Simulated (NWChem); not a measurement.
# One shape, several levels: AgBr (silver bromide)

Wanted: a comparison of 6 runs (BHLYP/def2-TZVPPD, BLYP/def2-TZVPPD, CAM-B3LYP/def2-TZVPPD, PBE0/def2-TZVPPD, SVWN5/def2-TZVPPD, r2SCAN/def2-TZVPPD) of AgBr (silver bromide). 

Program for the calculation: NWChem 7.3.0.

## 1. The molecule

The species is AgBr (2 atoms), meant as a singlet with charge 0. As SMILES, `[Br][Ag]`. Geometry: relaxed at PBE0-D4/def2-TZVP.

Bond lengths: Br1–Ag2 2.409 Å.

## 2. Energy and gradient at BHLYP/def2-TZVPPD (core potential) (run 1)

run.py reads:

```python
from ase import Atoms
from ase.calculators.nwchem import NWChem

atoms = Atoms(['Br', 'Ag'], positions=[
    [1.040000, -0.393400, 0.519100],
    [-1.010500, 0.333200, -0.515000],
])

calc = NWChem(
    label='agbr',
    theory='dft',
    memory='2200 mb',
    basis='def2-TZVPPD',
    basispar='spherical bse',
    dft={'xc': 'bhlyp', 'mult': '1', 'grid': 'fine', 'convergence': 'energy 1e-08', 'iterations': '100', 'mulliken': None},
    **{'ecp bse': {'Ag library': 'def2-TZVPPD'}},
)
atoms.calc = calc

forces = atoms.get_forces()
print(f"energy = {atoms.get_potential_energy():.6f} eV")
print("forces (eV/A):")
for s, f in zip(atoms.symbols, forces):
    print(f"{s:2s} {f[0]:10.5f} {f[1]:10.5f} {f[2]:10.5f}")
print("dipole (e A):", atoms.get_dipole_moment().round(4))
```

Launch:

```bash
export ASE_NWCHEM_COMMAND="nwchem PREFIX.nwi > PREFIX.nwo"
python run.py
```

Standard output:

```text
energy = -74044.510810 eV
forces (eV/A):
Br    0.24328   -0.08623    0.12269
Ag   -0.24328    0.08623   -0.12269
dipole (e A): [-1.0628  0.3766 -0.536 ]
```

The calculator wrote agbr.nwi:

```
title "agbr"

permanent_dir agbr

scratch_dir agbr

start agbr

geometry units angstrom nocenter noautosym noautoz
  Br 1.0400000000000000e+00 -3.9340000000000003e-01 5.1910000000000001e-01
  Ag -1.0105000000000000e+00 3.3320000000000000e-01 -5.1500000000000001e-01
end

memory 2200 mb

basis spherical bse noprint
   * library def2-TZVPPD
end

dft
  xc bhlyp
  mult 1
  grid fine
  convergence energy 1e-08
  iterations 100
  mulliken
end
ecp bse
  Ag library def2-TZVPPD
end

task dft gradient
```

agbr.nwo:

```text
Northwest Computational Chemistry Package (NWChem) 7.3.0
             --------------------------------------------------------

           Job information
           ---------------

    nwchem branch   = 7.3.0
    use scalapack   = T
    input           = agbr.nwi
    prefix          = agbr.
    data base       = agbr/agbr.db
    status          = startup
    nproc           =        1

           Memory information
           ------------------

    heap     =     72089598 doubles =      550.0 Mbytes
    stack    =     72089595 doubles =      550.0 Mbytes
    global   =    144179200 doubles =     1100.0 Mbytes (distinct from heap & stack)
    total    =    288358393 doubles =     2200.0 Mbytes
    verify   = yes
    hardfail = no

[... 76 lines left out ...]
  convergence criterion.
[... 38 lines left out ...]
          Spatial weights used:  Erf1
[... 72 lines left out ...]
         Total DFT energy =    -2721.085605256178
[... 3 lines left out ...]
 Nuclear repulsion energy =      146.096282035420
[... 879 lines left out ...]
          Convergence on gradient requested:  5.00D-04
[... 25 lines left out ...]
          total energy or number of iterations.
[... 18 lines left out ...]
                            NWChem DFT Gradient Module
                            --------------------------

                                       agbr

  charge          =   0.00
  wavefunction    = closed shell

                         DFT ENERGY GRADIENTS

    atom               coordinates                        gradient
                 x          y          z           x          y          z
   1 Br      1.965315  -0.743418   0.980957   -0.004731   0.001677  -0.002386
   2 Ag     -1.909568   0.629657  -0.973209    0.004731  -0.001677   0.002386

                 ----------------------------------------
                 |  Time  |  1-e(secs)   |  2-e(secs)   |
                 ----------------------------------------
                 |  CPU   |       0.04   |      12.13   |
                 ----------------------------------------
                 |  WALL  |       0.04   |      12.13   |
                 ----------------------------------------

 Task  times  cpu:       43.3s     wall:       43.3s
 Total times  cpu:       43.3s     wall:       43.3s
```

It took 44 s on 1 thread of Intel Xeon 6975P-C (Granite Rapids), shared host; peak memory 0.14 GiB.

## 3. Energy and gradient at BLYP/def2-TZVPPD (core potential) (run 2)

agbr.nw reads:

```
start agbr
memory stack 880 mb heap 220 mb global 1100 mb
charge 0

geometry units atomic noautosym nocenter noautoz
 Br   1.96531517  -0.74341826   0.98095683
 Ag  -1.90956825   0.62965674  -0.97320895
end

basis spherical bse
 * library def2-TZVPPD
end

ecp bse
 Ag library def2-TZVPPD
end

dft
 xc becke88 lyp
 grid fine
 convergence energy 1e-08
 maxiter 100
 mulliken
 print medium
end

task dft gradient
```

Launch:

```bash
nwchem agbr.nw > agbr.out
```

Standard output:

```text
[...]
          Wavefunction type:  closed shell.
          No. of atoms     :     2
          No. of electrons :    54
[...]
          Charge           :     0
          Spin multiplicity:     1
[...]
          AO basis - number of functions:   113
[...]
              XC Information
              --------------
                    Becke 1988 Exchange Functional  1.000
              Lee-Yang-Parr Correlation Functional  1.000
[...]
 d= 0,ls=0.0,diis     1  -2721.0959216540 -2.87D+03  1.23D-02  1.27D+00     3.5
[...]
 d= 0,ls=0.0,diis    11  -2721.1819254228 -7.57D-09  3.83D-07  1.63D-09    29.1
         Total DFT energy =    -2721.181925422832
      One electron energy =    -4135.171313379322
           Coulomb energy =     1373.317103475936
    Exchange-Corr. energy =     -105.423987093600
 Nuclear repulsion energy =      146.096271574155
[...]
      Total Density - Mulliken Population Analysis
     ---------------------------------------------
    Atom       Charge   Shell Charges
 -----------   ------   -------------------------------------------------------
    1 Br  35    35.17   2.00  2.01  1.16  0.78  1.09  0.93 -0.05  6.00  5.92  1.37  2.60  1.31  0.03  8.93  1.02  0.04  0.02 -0.01  0.00
    2 Ag  19    18.83   0.03 -0.42  1.68  0.70  0.61  0.12  5.28  0.71  0.16  0.03  5.74  3.18  0.99  0.00  0.00  0.00
[...]
  wavefunction    = closed shell
                         DFT ENERGY GRADIENTS
    atom               coordinates                        gradient
                 x          y          z           x          y          z
   1 Br      1.965315  -0.743418   0.980957   -0.004984   0.001766  -0.002513
   2 Ag     -1.909568   0.629657  -0.973209    0.004984  -0.001766   0.002513
[...]
```

Wall time 42 s (1 thread of Intel Xeon 6975P-C (Granite Rapids), shared host); peak memory 0.14 GiB.

Run 3 isn't shown in full; the table further down has it.

## 4. Energy and gradient at PBE0/def2-TZVPPD (core potential) (run 4)

geom.nw reads:

```
start geom
title "AgBr PBE0"
memory stack 880 mb heap 220 mb global 1100 mb
geometry units au noautosym nocenter noautoz
  Br  1.96531517 -0.74341826  0.98095683
  Ag -1.90956825  0.62965674 -0.97320895
end
basis spherical bse
  Br library def2-TZVPPD
  Ag library def2-TZVPPD
end
ecp bse
  Ag library def2-TZVPPD
end
dft
  xc pbe0
  grid fine
  convergence energy 1e-08
  iterations 100
  mulliken
  print medium
end
task dft gradient
```

Launch:

```bash
nwchem geom.nw > geom.out
```

Standard output:

```text
[...]
          Wavefunction type:  closed shell.
          No. of atoms     :     2
          No. of electrons :    54
[...]
          Charge           :     0
          Spin multiplicity:     1
[...]
          AO basis - number of functions:   113
[...]
              XC Information
              --------------
                         PBE0 Method XC Functional
                     Hartree-Fock (Exact) Exchange  0.250
          PerdewBurkeErnzerhof Exchange Functional  0.750
            Perdew 1991 LDA Correlation Functional  1.000 local
           PerdewBurkeErnz. Correlation Functional  1.000 non-local
[...]
 d= 0,ls=0.0,diis     1  -2720.8242464099 -2.87D+03  6.46D-03  8.83D-01     3.5
[...]
 d= 0,ls=0.0,diis    10  -2720.8849154695 -3.04D-09  8.00D-07  3.69D-09    24.0
         Total DFT energy =    -2720.884915469463
      One electron energy =    -4136.590344196155
           Coulomb energy =     1374.827718280007
    Exchange-Corr. energy =     -105.218561127470
 Nuclear repulsion energy =      146.096271574155
[...]
      Total Density - Mulliken Population Analysis
     ---------------------------------------------
    Atom       Charge   Shell Charges
 -----------   ------   -------------------------------------------------------
    1 Br  35    35.28   2.00  2.01  1.16  0.78  1.04  0.99 -0.04  6.00  5.93  1.31  2.76  1.31  0.03  8.95  1.01  0.03  0.03 -0.01  0.00
    2 Ag  19    18.72   0.03 -0.41  1.64  0.74  0.50  0.09  5.24  0.75  0.17  0.03  5.80  3.24  0.91  0.00  0.00  0.00
[...]
  wavefunction    = closed shell
                         DFT ENERGY GRADIENTS
    atom               coordinates                        gradient
                 x          y          z           x          y          z
   1 Br      1.965315  -0.743418   0.980957    0.000271  -0.000096   0.000137
   2 Ag     -1.909568   0.629657  -0.973209   -0.000271   0.000096  -0.000137
[...]
```

Wall time 36 s (1 thread of Intel Xeon 6975P-C (Granite Rapids), shared host); peak memory 0.14 GiB.

Run 5 isn't shown in full; the table further down has it.

## 5. Energy and forces at r2SCAN/def2-TZVPPD (core potential) (run 6)

agbr.nw reads:

```
start agbr
title "AgBr"
memory total 2200 mb
charge 0
geometry noautosym nocenter noautoz
  Br    1.040000   -0.393400    0.519100
  Ag   -1.010500    0.333200   -0.515000
end
basis spherical bse
  * library def2-TZVPPD
end
ecp bse
  Ag library def2-TZVPPD
end
dft
  xc r2scan
  grid fine
  convergence energy 1e-08
  iterations 100
  mulliken
  noprint "final vectors analysis"
end
task dft gradient
```

Launch:

```bash
nwchem agbr.nw > agbr.out
```

Standard output:

```text
[...]
          Wavefunction type:  closed shell.
          No. of atoms     :     2
          No. of electrons :    54
[...]
          Charge           :     0
          Spin multiplicity:     1
[...]
          AO basis - number of functions:   113
[...]
              XC Information
              --------------
                      r^2SCAN Method XC Functional
               r^2SCAN metaGGA Exchange Functional  1.000
                     r^2SCAN Correlation Potential  1.000
[...]
 d= 0,ls=0.0,diis     1  -2721.1564515688 -2.87D+03  8.02D-03  9.37D-01     4.0
[...]
 d= 0,ls=0.0,diis    11  -2721.2198434646 -2.83D-10  1.35D-07  1.19D-10    28.9
         Total DFT energy =    -2721.219843464587
      One electron energy =    -4136.508359417107
           Coulomb energy =     1374.743175781192
    Exchange-Corr. energy =     -105.550941864091
 Nuclear repulsion energy =      146.096282035420
[...]
      Total Density - Mulliken Population Analysis
     ---------------------------------------------
    Atom       Charge   Shell Charges
 -----------   ------   -------------------------------------------------------
    1 Br  35    35.26   2.00  2.01  1.16  0.77  1.03  0.99 -0.04  6.00  5.93  1.32  2.74  1.30  0.02  8.95  1.00  0.05  0.03 -0.01  0.00
    2 Ag  19    18.74   0.03 -0.42  1.65  0.73  0.54  0.09  5.26  0.74  0.16  0.03  5.80  3.20  0.92  0.00  0.00  0.00
[...]
  wavefunction    = closed shell
                         DFT ENERGY GRADIENTS
    atom               coordinates                        gradient
                 x          y          z           x          y          z
   1 Br      1.965315  -0.743418   0.980957    0.002365  -0.000838   0.001193
   2 Ag     -1.909568   0.629657  -0.973209   -0.002365   0.000838  -0.001193
[...]
```

It took 41 s on 1 thread of Intel Xeon 6975P-C (Granite Rapids), shared host; peak memory 0.15 GiB.

## 6. All runs side by side

```csv
run,level,energy (Eh),dipole moment (D),HOMO energy (eV),LUMO energy (eV),wall time
1,BHLYP/def2-TZVPPD (core potential),-2721.085605,6.00,-8.24,-2.49,44 s
2,BLYP/def2-TZVPPD (core potential),-2721.181925,4.57,-6.08,-4.09,42 s
3,CAM-B3LYP/def2-TZVPPD (core potential),-2721.279762,5.65,–,–,2.6 min
4,PBE0/def2-TZVPPD (core potential),-2720.884915,5.51,-7.26,-3.17,36 s
5,SVWN5/def2-TZVPPD (core potential),-2717.387561,4.53,-6.41,-4.33,35 s
6,r2SCAN/def2-TZVPPD (core potential),-2721.219843,5.21,–,–,41 s
```

## 7. Results

```
                       quantity           value
            run 6: total energy  -2721.21984 Eh
           run 6: dipole moment          5.21 D
run 6: largest force on an atom      0.143 eV/Å
```

What this shows: The dipole moment (its size) runs from 4.53 D (SVWN5/def2-TZVPPD) to 6.00 D (BHLYP/def2-TZVPPD). Over runs 1, 2, 4, 5 the HOMO–LUMO gap runs from 1.99 eV (BLYP/def2-TZVPPD) to 5.75 eV (BHLYP/def2-TZVPPD). Totals of different functionals can't be ranked against each other. All runs together took 5.9 min, the longest 2.6 min.
